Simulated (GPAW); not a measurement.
TaN:

```
CELL_PARAMETERS angstrom
0.00000 2.17900 2.17900
2.17900 0.00000 2.17900
2.17900 2.17900 0.00000
ATOMIC_POSITIONS crystal
Ta 0.50000 0.50000 0.50000
N 0.00000 0.00000 0.00000
```

Base run:

* Program: GPAW 26.7.0
* Functional: PBEsol
* Potentials or basis: PAW data sets generated in the run's folder for this functional
* Cutoff: 800 eV
* Basis: pw
* k mesh: 10 × 10 × 10
* Occupations: fermi-dirac, width 0.05 eV
* Spin: no spin polarisation
* Hubbard terms: Ta d U = 8 eV

Its results: pressure 29.7 GPa.

Q: After a change of settings the same cell gave: pressure 15.4 GPa. Which change was it?
A. hubbard terms from Ta d U = 8 eV to none
B. hubbard terms from Ta d U = 8 eV to Ta d U = 6 eV
C. hubbard terms from Ta d U = 8 eV to Ta d U = 4 eV

A: C.

Caveats: U without spin polarisation on a metal has little footing; a pressure of tens of GPa on the cell as given is suspect, and the run, the potentials or the cell itself is likely at fault (some runs).

Runs at the PBE level aren't shown here.
